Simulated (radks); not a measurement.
**Exchange and kinetic functionals tested on atomic densities: F²⁺, Tb⁴⁺, As, Cs⁺, Ca¹⁶⁺, Tc⁴⁰⁺**

Aim: take each self-consistent density and evaluate many functionals on it, against the exact exchange and kinetic energies of the same orbitals. Every spin shell is full or empty, so the densities are truly spherical.

Program: radks (a radial shooting solver on a logarithmic mesh, Libxc functionals) version 1. Level of theory: non-relativistic Kohn-Sham, exchange-only PBE, spin-polarised, spherical densities, point nucleus; open shells are filled with parallel spins first. These are calculated values, not measurements, unless marked.

## Step 1: The atom as given

- species: F²⁺ ([He] 2s2 2p3), Tb⁴⁺ ([Xe] 4f7), As ([Ar] 3d10 4s2 4p3), Cs⁺ ([Xe]), Ca¹⁶⁺ ([He] 2s2), Tc⁴⁰⁺ ([He] 2s1)

In the logs a row gives level, spin channel, occupation and eigenvalue; Etot, Ekin, Encl (electron-nucleus), Eh (Hartree) and Exc are energies, all in hartree; err is the last residual, it the number of iterations.

## Step 2: F²⁺, [He] 2s2 2p3

Input:

```text
Z 9
configuration [He] 2s2 2p3
relativity non-relativistic
functional pbe,
spin polarised
nucleus point
```

Output:

```text
1s      1   1.0000         -26.05556686
2s      1   1.0000          -2.55273256
2p      1   3.0000          -1.86724834
1s      2   1.0000         -25.94322468
2s      2   1.0000          -2.25609391
2p      2   0.0000          -1.56529000
Etot -97.53125772943349
Ekin 97.53125773050272
Encl -223.6610158081531
Eh 37.70046029643459
Exc -9.10195994821768
err 1.1605021662497435e-09
it 14
```

2p up is the highest filled level (-50.810 eV). Exact exchange of these orbitals: -9.17876 hartree.

From the orbitals of this run (lengths in bohr):

```
  level  occupation  energy (eV)     <r>  outermost maximum (interpolated)  90 % within  nodes
  1s up           1      -709.01  0.1768                             0.115        0.317      0
1s down           1      -705.95  0.1761                             0.114        0.315      0
  2s up           1      -69.463  0.9112                             0.732         1.43      1
2s down           1      -61.391  0.9451                             0.746         1.50      1
  2p up           3      -50.810  0.8822                             0.644         1.48      0
2p down           0      -42.594  0.9397                             0.667         1.60      0
```

The radial density on a logarithmic grid:

```
r (bohr)  4πr²ρ (e/bohr)
 0.00618          0.1949
 0.00837          0.3440
  0.0114          0.6075
  0.0155           1.037
  0.0210           1.725
  0.0287           2.803
  0.0389           4.287
  0.0527           6.150
  0.0720           8.140
  0.0976           9.515
   0.133           9.531
   0.181           7.878
   0.245           5.434
   0.334           3.901
   0.453           4.276
   0.619           5.333
   0.839           5.014
    1.14           3.120
    1.55           1.144
    2.11          0.2336
    2.85         0.02164
```

## Step 3: Tb⁴⁺, [Xe] 4f7

Input:

```text
Z 65
configuration [Xe] 4f7
relativity non-relativistic
functional pbe,
spin polarised
nucleus point
```

Output:

```text
1s      1   1.0000       -1788.83757621
2s      1   1.0000        -287.29340267
2p      1   3.0000        -273.64416902
3s      1   1.0000         -64.99422551
3p      1   3.0000         -58.88866277
3d      1   5.0000         -47.50543450
4s      1   1.0000         -14.23505697
4p      1   3.0000         -11.82929487
4d      1   5.0000          -7.52876253
4f      1   7.0000          -2.22145031
5s      1   1.0000          -3.14375021
5p      1   3.0000          -2.44464274
1s      2   1.0000       -1788.83756112
2s      2   1.0000        -287.28931636
2p      2   3.0000        -273.64187329
3s      2   1.0000         -64.85107012
3p      2   3.0000         -58.75850069
3d      2   5.0000         -47.41203201
4s      2   1.0000         -13.96987276
4p      2   3.0000         -11.56522821
4d      2   5.0000          -7.26715286
4f      2   0.0000          -1.97838498
5s      2   1.0000          -3.03824026
5p      2   3.0000          -2.36100499
Etot -11222.982878940455
Ekin 11222.982878011757
Encl -26542.722577123
Eh 4337.375265656614
Exc -240.61844548582428
err 7.410023927215424e-09
it 15
```

Highest occupied level: 4f up at -60.449 eV. Exact exchange of these orbitals: -241.346 hartree.

## Step 4: As, [Ar] 3d10 4s2 4p3

Input:

```text
Z 33
configuration [Ar] 3d10 4s2 4p3
relativity non-relativistic
functional pbe,
spin polarised
nucleus point
```

Output:

```text
1s      1   1.0000        -424.06657338
2s      1   1.0000         -53.12751705
2p      1   3.0000         -47.50905544
3s      1   1.0000          -6.70160455
3p      1   3.0000          -4.80604580
3d      1   5.0000          -1.48406897
4s      1   1.0000          -0.51909897
4p      1   3.0000          -0.19755308
1s      2   1.0000        -424.06258566
2s      2   1.0000         -53.12607448
2p      2   3.0000         -47.50569495
3s      2   1.0000          -6.69622927
3p      2   3.0000          -4.79969912
3d      2   5.0000          -1.47351003
4s      2   1.0000          -0.41558332
4p      2   0.0000          -0.09623967
Etot -2233.9748801718256
Ekin 2233.9748801574233
Encl -5347.2944500205
Eh 960.4561439341485
Exc -81.11145424289731
err 4.495286388461251e-09
it 14
```

The top filled level is 4p up, -5.376 eV. Exact exchange of these orbitals: -81.3416 hartree.

## Step 5: Cs⁺, [Xe]

Input:

```text
Z 55
configuration [Xe]
relativity non-relativistic
functional pbe,
spin polarised
nucleus point
```

Output:

```text
1s      1   1.0000       -1258.21317535
2s      1   1.0000        -192.28231672
2p      1   3.0000        -181.20575296
3s      1   1.0000         -40.02834610
3p      1   3.0000         -35.31644939
3d      1   5.0000         -26.54955279
4s      1   1.0000          -7.61384501
4p      1   3.0000          -5.91760431
4d      1   5.0000          -2.98625465
5s      1   1.0000          -1.05473158
5p      1   3.0000          -0.64535847
1s      2   1.0000       -1258.21317535
2s      2   1.0000        -192.28231672
2p      2   3.0000        -181.20575296
3s      2   1.0000         -40.02834610
3p      2   3.0000         -35.31644939
3d      2   5.0000         -26.54955279
4s      2   1.0000          -7.61384501
4p      2   3.0000          -5.91760431
4d      2   5.0000          -2.98625465
5s      2   1.0000          -1.05473158
5p      2   3.0000          -0.64535847
Etot -7552.972902722705
Ekin 7552.9729022890315
Encl -17899.79894020692
Eh 2976.958233249269
Exc -183.10509805408404
err 5.018550006199134e-09
it 13
```

The top filled level is 5p, -17.561 eV. Exact exchange of these orbitals: -183.911 hartree.

## Step 6: Ca¹⁶⁺, [He] 2s2

Input:

```text
Z 20
configuration [He] 2s2
relativity non-relativistic
functional pbe,
spin polarised
nucleus point
```

Output:

```text
1s      1   1.0000        -175.51084891
2s      1   1.0000         -38.47777252
1s      2   1.0000        -175.51084891
2s      2   1.0000         -38.47777252
Etot -469.2483294306508
Ekin 469.24832942244234
Encl -968.4282119834031
Eh 45.56861742394612
Exc -15.63706429363616
err 9.766459175452511e-10
it 13
```

The top filled level is 2s, -1047.0 eV. Exact exchange of these orbitals: -15.7785 hartree.

## Step 7: Tc⁴⁰⁺, [He] 2s1

Input:

```text
Z 43
configuration [He] 2s1
relativity non-relativistic
functional pbe,
spin polarised
nucleus point
```

Output:

```text
1s      1   1.0000        -879.47483473
2s      1   1.0000        -211.95285083
1s      2   1.0000        -879.02641807
2s      2   0.0000        -209.82517849
Etot -2036.0714461561454
Ekin 2036.0714460113277
Encl -4115.831589849891
Eh 73.92525726109929
Exc -30.23655957868096
err 7.960891327764442e-11
it 13
```

Highest occupied level: 2s up at -5767.5 eV. Exact exchange of these orbitals: -30.6631 hartree.

## Step 8: All runs together

```
 error in magnitude (%)     F²⁺    Tb⁴⁺      As     Cs⁺   Ca¹⁶⁺   Tc⁴⁰⁺
          exchange, LDA  -10.25   -4.21   -5.61   -4.69  -12.46  -13.17
          exchange, B88   -0.16   +0.13   +0.20   +0.01   -0.09   -0.41
       exchange, revPBE   -0.05   -0.19   -0.08   -0.31   +0.26   -0.11
         exchange, PW86   +0.50   -0.22   +0.23   -0.25   +0.76   +0.30
           exchange, WC   -2.33   -0.65   -0.88   -0.84   -2.90   -3.36
         exchange, B86b   -0.10   +0.08   +0.21   -0.03   -0.04   -0.50
         exchange, SCAN   +0.06   +0.16   +0.34   +0.14   -0.44   -0.26
       exchange, r2SCAN   -0.10   -0.09   +0.08   -0.13   -0.54   -0.31
         exchange, TASK   -2.59   -1.97   -2.44   -2.20   -3.37   -1.98
  kinetic, Thomas-Fermi   -8.76   -4.97   -6.09   -5.17  -11.10   -9.96
kinetic, von Weizsacker  -23.09  -61.89  -52.24  -59.72  -12.90   -7.60
       kinetic, TF + vW  +68.15  +33.15  +41.67  +35.11  +76.00  +82.43
          kinetic, LC94   +0.13   -0.01   -0.02   +0.05   -1.36   +0.11
      kinetic, revAPBEK   +0.79   +0.18   +0.29   +0.26   -0.58   +0.86
     kinetic, Perdew 92   -0.20   -0.72   -0.77   -0.68   -1.40   +0.32
           kinetic, LKT  +42.20  +17.28  +22.52  +18.48  +48.48  +54.36
kinetic, DePristo-Kress   -0.55   -0.20   -0.12   -0.13   -2.53   -0.19
     kinetic, Ernzerhof   +1.13   -0.49   -0.42   -0.43   +0.49   +3.12
```

In words: Negative means that the magnitude is too small. For exchange the mean absolute error is least for B86b (0.16 %) and largest for LDA (8.40 %). Among the orbital-free kinetic functionals LC94 (0.28 %) does best and TF + vW (56.08 %) worst. The functionals are evaluated on one density each, not self-consistently.
